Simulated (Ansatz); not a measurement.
I need a point defect in a supercell of IrRh₃, space group Pm-3m. Use Ansatz's Python interface. Use (first run): LDA, PAW, the default cutoff (420 eV here), 2×2×4 k-points, Fermi-Dirac smearing of 0.15 eV.

```cif
data_structure
_symmetry_space_group_name_H-M 'P 1'
_symmetry_Int_Tables_number 1
_cell_length_a 3.8171
_cell_length_b 3.8171
_cell_length_c 3.8171
_cell_angle_alpha 90.000
_cell_angle_beta 90.000
_cell_angle_gamma 90.000
_cell_volume 55.61
loop_
_atom_site_label
_atom_site_type_symbol
_atom_site_fract_x
_atom_site_fract_y
_atom_site_fract_z
_atom_site_occupancy
Ir1 Ir 0.00000 0.00000 0.00000 1
Rh1 Rh 0.00000 0.50000 0.50000 1
Rh2 Rh 0.50000 0.00000 0.50000 1
Rh3 Rh 0.50000 0.50000 0.00000 1
```

Script `defect_irrh3.py`:
```python
"""A vacancy in a supercell of IrRh3, against the perfect cell."""

import logging
import sys
import warnings

import ansatz as az
import numpy as np
from pymatgen.core import Lattice, Structure
from pymatgen.io.ase import AseAtomsAdaptor

logging.basicConfig(stream=sys.stdout, format="%(levelname)s %(message)s")
logger = logging.getLogger("run")
logger.setLevel(logging.INFO)


def main() -> None:
    warnings.simplefilter("ignore", az.DeckWarning)

    pmg_structure = Structure(
        Lattice([[3.81706, 0.0, 0.0], [0.0, 3.81706, 0.0], [0.0, 0.0, 3.81706]]),
        ["Ir", "Rh", "Rh", "Rh"],
        [
            [0.0, 0.0, 0.0],
            [0.0, 0.5, 0.5],
            [0.5, 0.0, 0.5],
            [0.5, 0.5, 0.0],
        ],
    )
    xtal = az.Crystal.from_ase(AseAtomsAdaptor.get_atoms(pmg_structure))
    host = xtal.supercell(2, 2, 1)
    defective = host.vacancy("Rh", at=[0.5, 0.5, 0.0])

    def prepare(structure):
        return (
            structure.calculation()
            .functional("lda")
            .kpoints(2, 2, 4)
            .occupations("fermi_dirac", width=0.15)
            .scf(tolerance=1e-08)
            .band_table()  # levels at the mesh points
        )


    perfect = prepare(host).run(threads=1, pin="off").report
    calculation = prepare(defective)
    calculation = calculation.relax(force_tolerance=0.05, max_steps=25)
    res = calculation.run(threads=1, pin="off")
    rep = res.report

    n_host, n_defect = len(perfect["lattice"]["sites"]), len(rep["lattice"]["sites"])
    logger.info(f"perfect cell: {n_host} atoms, F = {perfect['free_energy_ev']:.4f} eV")
    logger.info(f"defect cell:  {n_defect} atoms, F = {rep['free_energy_ev']:.4f} eV")
    # chemical potentials are still to be added to this difference
    logger.info(f"difference {rep['free_energy_ev'] - perfect['free_energy_ev']:.4f} eV (no chemical potentials)")

    pull = np.linalg.norm(rep["forces_ev_ang"], axis=1)
    for atom in np.argsort(-pull)[:5]:
        logger.info(f"force on {res.lattice.sites[atom].symbol}{atom}: {pull[atom]:.3f} eV/A")

    start = np.array([site.position for site in defective.resolved().sites])
    step = np.array([site.position_frac for site in res.lattice.sites]) - start
    moved = np.linalg.norm((step - np.round(step)) @ res.lattice.cell_ang, axis=1)
    print("relaxation by atom (A):", " ".join(f"{site.symbol}:{d:.3f}" for site, d in zip(res.lattice.sites, moved)))


if __name__ == "__main__":
    main()
```

```console
$ python defect_irrh3.py
INFO perfect cell: 16 atoms, F = -121997.0568 eV
INFO defect cell:  15 atoms, F = -115716.2889 eV
INFO difference 6280.7678 eV (no chemical potentials)
INFO force on Rh9: 0.040 eV/A
INFO force on Rh13: 0.040 eV/A
INFO force on Rh4: 0.040 eV/A
INFO force on Rh12: 0.040 eV/A
INFO force on Ir3: 0.037 eV/A
relaxation by atom (A): Ir:0.014 Rh:0.006 Rh:0.006 Ir:0.014 Rh:0.005 Rh:0.006 Rh:0.000 Ir:0.014 Rh:0.006 Rh:0.005 Rh:0.000 Ir:0.014 Rh:0.005 Rh:0.005 Rh:0.000
```

Reading the output:
- Absolute energies stand on the zero of these potentials, so only differences at equal settings mean something. A total without «per atom» is that of the cell as typed.
- The mesh is modest for a metal, so energies can be off by several to tens of meV an atom and pressures by half a GPa or more; differences at equal mesh fare better.
- The relaxation stopped at 0.040 eV/Å, so the energy gained is a lower bound and displacements are uncertain.
- The smearing is wide enough that free energy and stress hold a thermal part of the electrons.
- The difference holds no chemical potentials.
- Errors of mesh and smearing per atom add up over the supercell, so the energy can be off by tenths of an eV.
- Spin-orbit coupling, which matters for elements this heavy, is left out.
- The structure comes from a database of computed cells and needn't be a stable or known phase.
- The supercell is small, so the defect meets its images and the energies aren't those of an isolated defect; a partly filled defect level may also lower its energy by spin or distortion. For a charged cell the difference holds no correction, alignment or term for the electrons' reservoir.
- Timing: 63 s on 1 thread of Arm Neoverse V2 (shared host), peak memory 0.76 GiB.

(Lines on the test bed's own set-up are left out of the output.)
